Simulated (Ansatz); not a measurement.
Born–Oppenheimer molecular dynamics of a periodic cell of 24 atoms, Ba₂Sr₂La₂Cu₅O₁₃ (host Ba2Sr2La2Cu6O13, host structure Fmm2, one Cu atom removed), cell charge -1. It goes on from the last frame of an earlier run, with new velocities.

These are results of Ansatz, DFT LDA, scalar-relativistic, plane waves, PAW, not measurements. Settings: accuracy low, cutoff 420 eV, k mesh 2x2x2, fermi-dirac smearing 0.05 eV, no spin polarisation.

| Property | Result |
| --- | --- |
| ensemble | NVE (velocity Verlet) |
| time step | 1 fs |
| steps asked | 110 |
| starting velocities drawn for | 650 K |
| seed | 752952 |

First frame:

```xyz
24
Lattice="0.0000 3.9707 11.8501 3.8841 0.0000 11.8501 3.8841 3.9707 0.0000" Properties=species:S:1:pos:R:3
Ba 1.966 4.002 8.368
Ba 6.021 3.862 7.982
Sr 1.940 3.830 15.431
Sr 5.887 4.105 15.398
La 5.782 4.085 11.935
La 1.936 4.084 11.979
Cu 3.833 1.999 10.059
Cu 3.881 5.885 10.053
Cu 3.942 2.038 13.892
Cu 3.875 5.978 13.782
Cu 3.821 5.749 17.677
O 4.020 1.617 7.678
O 3.856 5.588 8.194
O 3.858 1.668 15.911
O 3.724 6.641 16.138
O 1.849 2.051 10.378
O 5.742 6.030 22.179
O 3.852 4.146 21.952
O 3.775 3.761 10.636
O 5.871 5.983 13.459
O 1.808 1.907 1.862
O 3.701 3.788 1.705
O 3.931 4.116 13.615
O 3.302 4.003 17.505
```

(1) What does the run give?

(2) What happens to the structure?

(3) How do temperature and energy run in time?

## Answers

(1) The run went to its last step.

```yaml
steps_done: 110
time_covered: 110 fs
mean_temperature_over_the_second_half: 574 K
spread_of_the_potential_energy_over_the_second_half: 10.6 meV per atom
mean_potential_energy_of_the_second_half_above_the_start: 9.4 meV per atom
```

The conserved energy stayed within 0.02 meV per atom of its start (net change -0.014 meV per atom), so the integration is sound. A run of 0.11 ps of so small a system gives no equilibrium averages. Limits of this set-up: coarse k mesh, low accuracy level, charged cell in a uniform background, uncorrected.

(2) Mean squared displacements from the first frame to the last, about the centre of mass: Ba 0.02 Å², Sr 0.05 Å², La 0.02 Å², Cu 0.06 Å², O 0.17 Å². This is one draw of velocities; another would differ in detail.

(3) 
| time (fs) | T (K) | potential energy less start (eV) | conserved less start (meV/atom) |
| --- | --- | --- | --- |
| 0.0 | 650 | 0.000 | 0.00 |
| 5.0 | 599 | 0.153 | 0.01 |
| 10.0 | 566 | 0.249 | 0.00 |
| 15.0 | 554 | 0.286 | 0.00 |
| 20.0 | 559 | 0.271 | 0.00 |
| 25.0 | 568 | 0.244 | -0.01 |
| 30.0 | 559 | 0.272 | -0.01 |
| 35.0 | 544 | 0.314 | 0.01 |
| 40.0 | 566 | 0.250 | 0.00 |
| 45.0 | 610 | 0.119 | -0.01 |
| 50.0 | 629 | 0.063 | -0.02 |
| 55.0 | 607 | 0.129 | -0.01 |
| 60.0 | 563 | 0.258 | 0.00 |
| 65.0 | 519 | 0.389 | 0.00 |
| 70.0 | 483 | 0.497 | 0.00 |
| 75.0 | 461 | 0.561 | 0.01 |
| 80.0 | 472 | 0.529 | 0.01 |
| 85.0 | 523 | 0.379 | 0.01 |
| 90.0 | 593 | 0.171 | 0.00 |
| 95.0 | 655 | -0.015 | -0.01 |
| 100.0 | 697 | -0.140 | -0.02 |
| 105.0 | 702 | -0.155 | -0.02 |
| 110.0 | 663 | -0.040 | -0.01 |

Time of the run: 9.7 min on 2 threads of Intel(R) Xeon(R) 6975P-C (Granite Rapids), on a shared host, peak memory 1.3 GiB.
